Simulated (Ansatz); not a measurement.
**CH4BFO: up Jacob's ladder to CCSD(T)**

The task here is to estimate one member of a computed series from the others.

The runs use Ansatz 0.2.0, Gaussian basis; functionals in def2-TZVPP, the program's frozen cores in correlated methods.

Plan: LDA (SPW92), PBE-D4, revPBE-D4, BLYP-D4, r2SCAN-D4, B97M-V, PBE0-D4, B3LYP-D4, r2SCANh-D4, r2SCAN0-D4, HSE06-D4, BHLYP-D4, CAM-B3LYP-D4, LC-ωPBE, ωB97X-V, ωB97M-V, B2PLYP, PBE-QIDH; CCSD(T)/def2-SVP; CCSD(T)/def2-TZVPP; MP2/def2-QZVPP; extrapolation to the limit; RPA on PBE.

### Structure used throughout

An earlier PBE0-D4 in a triple-zeta def2 set relaxation fixed the geometry.

SMILES `CB(O)F`, 8 atoms, charge 0, spin multiplicity 1.

Atoms are counted from 1 here; the program's logs count them from 0.

Bond lengths: C1–B2 1.558 Å, C1–H5 1.094 Å, C1–H6 1.090 Å, C1–H7 1.094 Å, B2–O3 1.353 Å, B2–F4 1.343 Å, O3–H8 0.962 Å. Angles: B2–C1–H5 110.2°, B2–C1–H6 112.6°, B2–C1–H7 110.2°, H5–C1–H6 108.7°, H5–C1–H7 106.1°, H6–C1–H7 108.7°, C1–B2–O3 122.1°, C1–B2–F4 119.9°, O3–B2–F4 118.0°, B2–O3–H8 112.8°.

The first run:

The input, in.yaml:

```yaml
crystal:
  periodic: [false, false, false]
  atoms:
    - {symbol: C, position_ang: [-0.375618, 0.897538, -0.278295]}
    - {symbol: B, position_ang: [0.324598, -0.465724, 0.003717]}
    - {symbol: O, position_ang: [-0.051044, -1.270284, 1.024668]}
    - {symbol: F, position_ang: [1.335696, -0.873319, -0.779913]}
    - {symbol: H, position_ang: [-0.786346, 0.909666, -1.292364]}
    - {symbol: H, position_ang: [-1.178813, 1.108959, 0.426877]}
    - {symbol: H, position_ang: [0.352652, 1.713034, -0.235522]}
    - {symbol: H, position_ang: [0.470975, -2.076970, 1.075031]}
basis:
  gaussian: {orbitals: def2-TZVPP}
hamiltonian: {xc: lda}
output: {orbitals: {seedname: orbitals}}
```

Among the steps run: LDA; PBE-D4 (GGA); revPBE-D4 (GGA); BLYP-D4 (GGA); r2SCAN-D4 (meta-GGA); B97M-V (meta-GGA); PBE0-D4 (hybrid); B3LYP-D4 (hybrid); r2SCANh-D4 (hybrid); r2SCAN0-D4 (hybrid); HSE06-D4 (hybrid); BHLYP-D4 (hybrid); CAM-B3LYP-D4 (range-separated); LC-ωPBE-D4 (range-separated; the results give it without D4); ωB97X-V (range-separated); ωB97M-V (range-separated); B2PLYP (double hybrid); PBE-QIDH (double hybrid).

One of the session's tables, all rows but one given; the rest of the session is left out.

It belongs to the step «Frontier levels by functional». 

| functional | HOMO (eV) | LUMO (eV) | gap (eV) |
| --- | --- | --- | --- |
| LDA (SPW92) | -8.41 | -0.34 | 8.07 |
| PBE-D4 | -8.26 | -0.05 | 8.21 |
| revPBE-D4 | -8.19 | 0.01 | 8.20 |
| BLYP-D4 | -8.19 | -0.12 | 8.07 |
| r2SCAN-D4 | ? | ? | ? |
| B97M-V | -8.76 | 0.19 | 8.95 |
| PBE0-D4 | -9.89 | 0.76 | 10.65 |
| B3LYP-D4 | -9.66 | 0.37 | 10.03 |
| r2SCANh-D4 | -9.24 | 0.78 | 10.02 |
| r2SCAN0-D4 | -10.14 | 1.27 | 11.40 |
| HSE06-D4 | -9.48 | 0.40 | 9.88 |
| BHLYP-D4 | -11.44 | 1.26 | 12.70 |
| CAM-B3LYP-D4 | -11.41 | 1.42 | 12.82 |
| LC-ωPBE | -12.77 | 2.73 | 15.50 |
| ωB97X-V | -12.41 | 2.53 | 14.94 |
| ωB97M-V | -12.27 | 2.01 | 14.29 |

**Question.** Estimate the row for r2SCAN-D4.

Worked estimate for «HOMO (eV)». Against the share of exact exchange, r2SCANh-D4 (0.1, -9.24), r2SCAN0-D4 (0.25, -10.14) give a slope of -6.00 per unit share; at 0 the line stands at -8.64.

**Answer.** HOMO (eV): -8.63; LUMO (eV): 0.42; gap (eV): 9.05. In «HOMO (eV)» the line misses by -0.01.
